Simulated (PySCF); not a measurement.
# C3H5OPSi: electronic excitations and core binding energies

What electronic excitations and core binding energies should C3H5OPSi (`[SiH3]c1cocp1`) show?

Computed with PySCF 2.14.0, with density-fitted response routines of our own, on a single molecule in the gas phase. Atoms are numbered from 0 throughout.

## 1. The starting structure

11 atoms, charge 0, multiplicity 1; geometry from: GFN2-xTB.

Bonds of the start (Å): Si0–C1 1.88, C1–C2 1.36, C2–O3 1.33, O3–C4 1.34, C4–P5 1.71, P5–C1 1.78, Si0–H6 1.46, Si0–H7 1.46, Si0–H8 1.46, C2–H9 1.08, C4–H10 1.08.

## 2. TDDFT and polarisability: wB97X-D/def2-SVPD

The job: settings as JSON, then the geometry in Å.

```
{"job": {"kind": "uv", "xc": "wB97X-D", "basis": "def2-SVPD", "nstates": 8, "ntriplets": 3}, "charge": 0, "multiplicity": 1}
Si    -1.994704     0.007164    -0.204070
C     -0.118571     0.073417    -0.132663
C      0.656913    -0.479716     0.835891
O      1.975403    -0.324471     0.711338
C      2.269174     0.375048    -0.391219
P      0.933867     0.876219    -1.329361
H     -2.457990    -0.744989     0.964136
H     -2.396881    -0.664252    -1.441437
H     -2.517247     1.374613    -0.176552
H      0.337297    -1.033855     1.701438
H      3.318163     0.543492    -0.563465
```

Level: TDDFT wB97X-D/def2-SVPD, vertical, gas phase, core orbitals frozen in the response.

What it wrote:

```text
coarse grid: 10696 points
cycle   1  E = -822.8038605879  dE =  1.018e+00  |g| = 4.070e-01  |ddm| = 4.670e+00
cycle   2  E = -822.8161922068  dE = -1.233e-02  |g| = 3.956e-01  |ddm| = 9.429e-01
cycle   3  E = -822.8463302122  dE = -3.014e-02  |g| = 4.641e-02  |ddm| = 4.335e-01
cycle   4  E = -822.8469293525  dE = -5.991e-04  |g| = 1.811e-02  |ddm| = 1.308e-01
cycle   5  E = -822.8470093889  dE = -8.004e-05  |g| = 8.659e-03  |ddm| = 4.226e-02
cycle   6  E = -822.8470298572  dE = -2.047e-05  |g| = 1.948e-03  |ddm| = 1.840e-02
cycle   7  E = -822.8470311433  dE = -1.286e-06  |g| = 1.160e-03  |ddm| = 5.117e-03
final grid: 95544 points
cycle   8  E = -822.9584333260  dE = -7.898e-05  |g| = 4.504e-03  |ddm| = 1.002e-01
cycle   9  E = -822.9584358480  dE = -2.522e-06  |g| = 4.035e-03  |ddm| = 1.583e-02
cycle  10  E = -822.9584392913  dE = -3.443e-06  |g| = 7.066e-04  |ddm| = 4.699e-03
cycle  11  E = -822.9584394345  dE = -1.432e-07  |g| = 4.255e-04  |ddm| = 2.097e-03
cycle  12  E = -822.9584394848  dE = -5.028e-08  |g| = 1.052e-04  |ddm| = 9.266e-04
cycle  13  E = -822.9584394899  dE = -5.153e-09  |g| = 5.102e-05  |ddm| = 2.817e-04
cycle  14  E = -822.9584394912  dE = -1.305e-09  |g| = 1.627e-05  |ddm| = 1.713e-04
cycle  15  E = -822.9584394914  dE = -1.396e-10  |g| = 7.475e-06  |ddm| = 4.317e-05
converged SCF energy = -822.9584394914

Static polarisability (au): isotropic 85.451, principal 62.548 88.899 104.904

Singlet excitations
state   eV       nm        f      main configurations
  1   5.5047    225.2   0.08611   H->L 0.92
  2   5.9269    209.2   0.00084   H-1->L 0.50, H->L+1 0.47
  3   5.9513    208.3   0.01294   H-2->L 0.97
  4   6.4303    192.8   0.00121   H->L+3 0.60, H->L+2 0.14, H->L+6 0.12
  5   6.5515    189.2   0.16113   H-1->L 0.41, H->L+1 0.41, H-1->L+1 0.11
  6   6.8973    179.8   0.01380   H->L+2 0.47, H->L+3 0.25
  7   7.0706    175.4   0.00289   H-3->L 0.52, H-2->L+1 0.35
  8   7.1369    173.7   0.00286   H-2->L+1 0.52, H-3->L 0.30

Triplet excitations (Tamm-Dancoff, eV): 3.3597 4.7434 5.0671
```

Wall time 58 s (1 thread, shared host).

Frontier orbitals and where they lie:

```tsv
orbital	eV	atoms
HOMO−3	-11.34	C1 24 %, Si0 21 %, P5 17 %
HOMO−2	-10.21	P5 65 %, C1 14 %, C4 8 %
HOMO−1	-9.88	C1 34 %, O3 16 %, C2 16 %
HOMO	-8.85	C4 34 %, P5 28 %, C2 16 %
LUMO	0.68	P5 37 %, C4 30 %, O3 14 %
LUMO+1	1.67	C2 29 %, C1 26 %, P5 12 %
LUMO+2	2.04	Si0 43 %, C2 10 %, P5 10 %
```

With each of the 8 states as a Gaussian band of 0.4 eV half-width at 1/e, the curve within the window shown has maxima at 224 nm (ε 3,700), 189 nm (ε 6,900) L/(mol cm). Beyond the last state computed it falls off for lack of states. The curve at chosen wavelengths:

```
 nm  ε (L/mol/cm)
167           256
170           564
174          1386
177          2432
181          4322
184          5746
188          6867
191          6793
195          5653
198          4463
201          3383
205          2477
208          2261
212          2464
215          2827
219          3339
222          3596
225          3665
229          3436
232          3066
236          2426
239          1922
243          1312
246           939
250           566
253           372
```

Further results of this job:

```tsv
property	computed
dipole moment (D)	1.11
polarisability (Å³)	12.66
HOMO–LUMO gap (eV)	9.53
−ε(HOMO) (eV)	8.85
```

## 3. X-ray photoelectron lines: SCAN, X2C

Settings changed since step 2:

```diff
@@ -1,2 +1,2 @@
-{"job": {"kind": "uv", "xc": "wB97X-D", "basis": "def2-SVPD", "nstates": 8, "ntriplets": 3}, "charge": 0, "multiplicity": 1}
+{"job": {"kind": "xps"}, "charge": 0, "multiplicity": 1}
 Si    -1.994704     0.007164    -0.204070
```

With the program's defaults for keys left out, this is: delta-SCF UKS SCAN, pcX-2 on the ionised atom, pcseg-1 elsewhere, spin-free X2C.

What it wrote:

```text
ground state, core basis on atom 0 (Si), 159 functions
  cycle   1  E = -824.67527250  |g| = 4.19e-01
  cycle   2  E = -824.61267294  |g| = 6.24e-01
  cycle   3  E = -824.71480815  |g| = 1.04e-01
  cycle   4  E = -824.71744045  |g| = 4.60e-02
  cycle   5  E = -824.71787373  |g| = 2.68e-02
  cycle   6  E = -824.71806935  |g| = 7.80e-03
  cycle   7  E = -824.71808436  |g| = 3.57e-03
  cycle   8  E = -824.71808683  |g| = 9.13e-04
  cycle   9  E = -824.71808725  |g| = 4.20e-04
  E(ground) = -824.73870009 Eh
hole in Si 1s of atom 0
  cycle   1  E = -755.79267772  |g| = 4.35e+00
  cycle   2  E = -754.27728541  |g| = 2.48e+00
  cycle   3  E = -746.97772301  |g| = 3.05e+00
  cycle   4  E = -756.73442928  |g| = 4.50e-01
  cycle   5  E = -756.72810049  |g| = 4.83e-01
  cycle   6  E = -756.83796363  |g| = 1.37e-01
  cycle   7  E = -756.84823506  |g| = 5.57e-02
  cycle   8  E = -756.84965514  |g| = 3.44e-02
  cycle   9  E = -756.85032754  |g| = 7.19e-03
  cycle  10  E = -756.85034723  |g| = 4.49e-03
  cycle  11  E = -756.85035607  |g| = 5.87e-04
  cycle  12  E = -756.85035650  |g| = 1.74e-04
  E(ion) = -756.87882791 Eh   <S^2> = 0.7522   hole on atom = 1.000   binding energy = 1846.561 eV
hole in Si 2p of atom 0
  cycle   1  E = -820.44989360  |g| = 1.23e+00
  cycle   2  E = -818.75842432  |g| = 1.62e+00
  cycle   3  E = -820.25045105  |g| = 8.76e-01
  cycle   4  E = -820.70778775  |g| = 3.07e-01
  cycle   5  E = -820.73901859  |g| = 2.37e-01
  cycle   6  E = -820.77083795  |g| = 6.78e-02
  cycle   7  E = -820.77281323  |g| = 2.91e-02
  cycle   8  E = -820.77321121  |g| = 6.80e-03
  cycle   9  E = -820.77322465  |g| = 4.59e-03
  cycle  10  E = -820.77323649  |g| = 6.45e-04
  cycle  11  E = -820.77323566  |g| = 2.30e-04
  E(ion) = -820.80530245 Eh   <S^2> = 0.7521   hole on atom = 1.002   binding energy = 107.033 eV
  2p3/2 = 106.816 eV   2p1/2 = 107.439 eV
ground state, core basis on atom 1 (C), 148 functions
  cycle   1  E = -824.62657210  |g| = 6.09e-02
  cycle   2  E = -824.62652470  |g| = 2.94e-02
  cycle   3  E = -824.62642307  |g| = 3.58e-02
  cycle   4  E = -824.62672704  |g| = 8.91e-03
  cycle   5  E = -824.62674403  |g| = 4.14e-03
  cycle   6  E = -824.62675236  |g| = 4.72e-04
  E(ground) = -824.68925853 Eh
hole in C 1s of atom 1
  cycle   1  E = -813.37159560  |g| = 1.53e+00
  cycle   2  E = -811.96799570  |g| = 2.22e+00
  cycle   3  E = -813.75095010  |g| = 6.57e-01
  cycle   4  E = -813.79768677  |g| = 5.67e-01
  cycle   5  E = -813.95682451  |g| = 1.47e-01
  cycle   6  E = -813.96711878  |g| = 7.30e-02
  cycle   7  E = -813.97044120  |g| = 2.08e-02
  cycle   8  E = -813.97069335  |g| = 6.80e-03
  cycle   9  E = -813.97074936  |g| = 3.30e-03
  cycle  10  E = -813.97077877  |g| = 2.29e-03
  cycle  11  E = -813.97078576  |g| = 1.78e-03
  cycle  12  E = -813.97078882  |g| = 4.71e-04
  E(ion) = -814.03254425 Eh   <S^2> = 0.7932   hole on atom = 1.000   binding energy = 289.984 eV
ground state, core basis on atom 2 (C), 148 functions
  cycle   1  E = -824.62809750  |g| = 5.81e-02
  cycle   2  E = -824.62788360  |g| = 3.33e-02
  cycle   3  E = -824.62751390  |g| = 4.94e-02
  cycle   4  E = -824.62814782  |g| = 1.02e-02
  cycle   5  E = -824.62817490  |g| = 1.43e-03
  cycle   6  E = -824.62817535  |g| = 6.04e-04
  cycle   7  E = -824.62817723  |g| = 6.22e-05
  E(ground) = -824.69105668 Eh
hole in C 1s of atom 2
  cycle   1  E = -813.30954618  |g| = 1.52e+00
  cycle   2  E = -811.65257839  |g| = 2.35e+00
  cycle   3  E = -813.69326226  |g| = 6.06e-01
  cycle   4  E = -813.70157936  |g| = 5.74e-01
  cycle   5  E = -813.88452595  |g| = 1.68e-01
  cycle   6  E = -813.89176009  |g| = 1.40e-01
  cycle   7  E = -813.90126601  |g| = 2.26e-02
  cycle   8  E = -813.90151619  |g| = 7.04e-03
  cycle   9  E = -813.90156870  |g| = 4.32e-03
  cycle  10  E = -813.90159507  |g| = 3.77e-03
  cycle  11  E = -813.90162065  |g| = 1.76e-03
  cycle  12  E = -813.90163560  |g| = 9.34e-04
  cycle  13  E = -813.90163931  |g| = 3.80e-04
  E(ion) = -813.96309447 Eh   <S^2> = 0.7913   hole on atom = 1.000   binding energy = 291.923 eV
ground state, core basis on atom 3 (O), 148 functions
  cycle   1  E = -824.65297040  |g| = 1.04e-01
  cycle   2  E = -824.64957203  |g| = 1.33e-01
  cycle   3  E = -824.65199804  |g| = 7.72e-02
  cycle   4  E = -824.65334168  |g| = 2.47e-02
  cycle   5  E = -824.65352657  |g| = 2.45e-03
  cycle   6  E = -824.65353140  |g| = 9.95e-04
  cycle   7  E = -824.65353016  |g| = 3.10e-04
  E(ground) = -824.71446123 Eh
hole in O 1s of atom 3
  cycle   1  E = -803.95595130  |g| = 2.23e+00
  cycle   2  E = -802.08067400  |g| = 2.84e+00
  cycle   3  E = -803.90645150  |g| = 1.14e+00
  cycle   4  E = -804.33008212  |g| = 8.60e-01
  cycle   5  E = -804.78493396  |g| = 1.42e-01
  cycle   6  E = -804.78467239  |g| = 1.33e-01
  cycle   7  E = -804.79509365  |g| = 3.21e-02
  cycle   8  E = -804.79550438  |g| = 1.67e-02
  cycle   9  E = -804.79567312  |g| = 2.91e-03
  cycle  10  E = -804.79568533  |g| = 1.23e-03
  cycle  11  E = -804.79569004  |g| = 9.31e-04
  cycle  12  E = -804.79569571  |g| = 6.82e-04
  cycle  13  E = -804.79569869  |g| = 5.17e-04
  cycle  14  E = -804.79570220  |g| = 4.03e-04
  E(ion) = -804.85722388 Eh   <S^2> = 0.7678   hole on atom = 1.000   binding energy = 540.343 eV
ground state, core basis on atom 4 (C), 148 functions
  cycle   1  E = -824.62649409  |g| = 1.00e-01
  cycle   2  E = -824.62103588  |g| = 1.82e-01
  cycle   3  E = -824.62727158  |g| = 4.02e-02
  cycle   4  E = -824.62741746  |g| = 3.34e-02
  cycle   5  E = -824.62774596  |g| = 3.78e-03
  cycle   6  E = -824.62775129  |g| = 1.31e-03
  cycle   7  E = -824.62775175  |g| = 8.08e-05
  E(ground) = -824.69015784 Eh
hole in C 1s of atom 4
  cycle   1  E = -813.31138275  |g| = 1.52e+00
  cycle   2  E = -810.68932859  |g| = 2.67e+00
  cycle   3  E = -813.59605483  |g| = 8.01e-01
  cycle   4  E = -813.71412932  |g| = 6.73e-01
  cycle   5  E = -813.89529385  |g| = 1.76e-01
  cycle   6  E = -813.90358700  |g| = 1.24e-01
  cycle   7  E = -813.91353754  |g| = 2.34e-02
  cycle   8  E = -813.91381928  |g| = 1.19e-02
  cycle   9  E = -813.91390398  |g| = 3.86e-03
  cycle  10  E = -813.91393085  |g| = 2.12e-03
  cycle  11  E = -813.91394485  |g| = 1.30e-03
  cycle  12  E = -813.91395436  |g| = 6.83e-04
  cycle  13  E = -813.91395562  |g| = 5.23e-04
  cycle  14  E = -813.91395646  |g| = 1.76e-04
  E(ion) = -813.97570132 Eh   <S^2> = 0.7963   hole on atom = 1.000   binding energy = 291.555 eV
ground state, core basis on atom 5 (P), 159 functions
  cycle   1  E = -824.74028979  |g| = 3.41e-01
  cycle   2  E = -824.73710526  |g| = 1.09e-01
  cycle   3  E = -824.72120710  |g| = 2.54e-01
  cycle   4  E = -824.74073293  |g| = 3.53e-02
  cycle   5  E = -824.74102335  |g| = 6.43e-03
  cycle   6  E = -824.74103083  |g| = 1.88e-03
  cycle   7  E = -824.74103365  |g| = 8.21e-04
  cycle   8  E = -824.74103405  |g| = 2.23e-04
  E(ground) = -824.77321063 Eh
hole in P 1s of atom 5
  cycle   1  E = -744.58674493  |g| = 4.72e+00
  cycle   2  E = -744.12679459  |g| = 2.45e+00
  cycle   3  E = -743.62101131  |g| = 1.84e+00
  cycle   4  E = -745.46854568  |g| = 6.92e-01
  cycle   5  E = -745.53736939  |g| = 5.78e-01
  cycle   6  E = -745.71024657  |g| = 2.38e-01
  cycle   7  E = -745.73994610  |g| = 7.78e-02
  cycle   8  E = -745.74232093  |g| = 3.76e-02
  cycle   9  E = -745.74306240  |g| = 7.58e-03
  cycle  10  E = -745.74309135  |g| = 1.67e-03
  cycle  11  E = -745.74309178  |g| = 1.28e-03
  cycle  12  E = -745.74309316  |g| = 6.40e-04
  cycle  13  E = -745.74309402  |g| = 4.12e-04
  E(ion) = -745.77532864 Eh   <S^2> = 0.7531   hole on atom = 1.000   binding energy = 2149.642 eV
hole in P 2p of atom 5
  cycle   1  E = -819.32468358  |g| = 1.39e+00
  cycle   2  E = -818.78250278  |g| = 1.51e+00
  cycle   3  E = -819.33463848  |g| = 8.18e-01
  cycle   4  E = -819.69013631  |g| = 2.44e-01
  cycle   5  E = -819.69563603  |g| = 2.01e-01
  cycle   6  E = -819.71780843  |g| = 6.94e-02
  cycle   7  E = -819.72033988  |g| = 2.44e-02
  cycle   8  E = -819.72059268  |g| = 1.13e-02
  cycle   9  E = -819.72066469  |g| = 1.85e-03
  cycle  10  E = -819.72067102  |g| = 1.29e-03
  cycle  11  E = -819.72067158  |g| = 9.80e-04
  cycle  12  E = -819.72067559  |g| = 5.62e-04
  cycle  13  E = -819.72067622  |g| = 2.65e-04
  E(ion) = -819.76271229 Eh   <S^2> = 0.7548   hole on atom = 1.002   binding energy = 136.343 eV
  2p3/2 = 136.113 eV   2p1/2 = 137.004 eV
```

It took 3.8 min on 1 thread, shared host.

The holes in one table. −ε is the ground-state orbital energy:

```tsv
hole	stands for	environment	ΔSCF (eV; 2p as the shell's mean)	−ε (eV)	⟨S²⟩
Si1s on Si0	Si0	silicon bonded to C, 3 H	1846.56	1793.4	0.752
Si2p on Si0	Si0	silicon bonded to C, 3 H	107.02	96.2	0.752
C1s on C1	C1	substituted aromatic carbon	289.98	273.9	0.793
C1s on C2	C2	aromatic CH next to the ring oxygen	291.92	275.6	0.791
O1s on O3	O3	aromatic ring oxygen	540.34	519.2	0.768
C1s on C4	C4	aromatic CH next to the ring oxygen	291.56	275.6	0.796
P1s on P5	P5	phosphorus bonded to 2 C, in a 5-membered ring	2149.64	2092.6	0.753
P2p on P5	P5	phosphorus bonded to 2 C, in a 5-membered ring	136.41	125.6	0.755
```

With the spin-orbit splitting: Si0 2p3/2 106.82, 2p1/2 107.44 eV; P5 2p3/2 136.11, 2p1/2 137.00 eV. The table gives each 2p level as the mean over the whole 2p shell (two parts 2p3/2, one part 2p1/2), which differs a little from the single hole in the log.

## 4. Results

| quantity | value |
| --- | --- |
| lowest singlet (wB97X-D/def2-SVPD) | 5.50 eV (225 nm), f = 0.086 |
| brightest single state of those computed | state 5, 6.55 eV, f = 0.161 |
| lowest triplet | 3.36 eV |
| C1s binding energies, SCAN/pcX-2 | C2 291.92, C4 291.56, C1 289.98 eV |
| Si1s binding energies, SCAN/pcX-2 | Si0 1846.56 eV |
| Si2p binding energies, SCAN/pcX-2 | Si0 107.02 eV |
| O1s binding energies, SCAN/pcX-2 | O3 540.34 eV |
| P1s binding energies, SCAN/pcX-2 | P5 2149.64 eV |
| P2p binding energies, SCAN/pcX-2 | P5 136.41 eV |

What this shows: The lowest singlet, at 5.50 eV, is HOMO→LUMO 0.92 and is bright; of the 8 states computed, the strongest absorption comes from state 5 at 6.55 eV. The lowest triplet lies 2.14 eV below the lowest singlet (triplets in Tamm-Dancoff, singlets in full TDDFT). The C1s levels kept as sound span 1.94 eV, from C1 (substituted aromatic carbon) up to C2 (aromatic CH next to the ring oxygen).
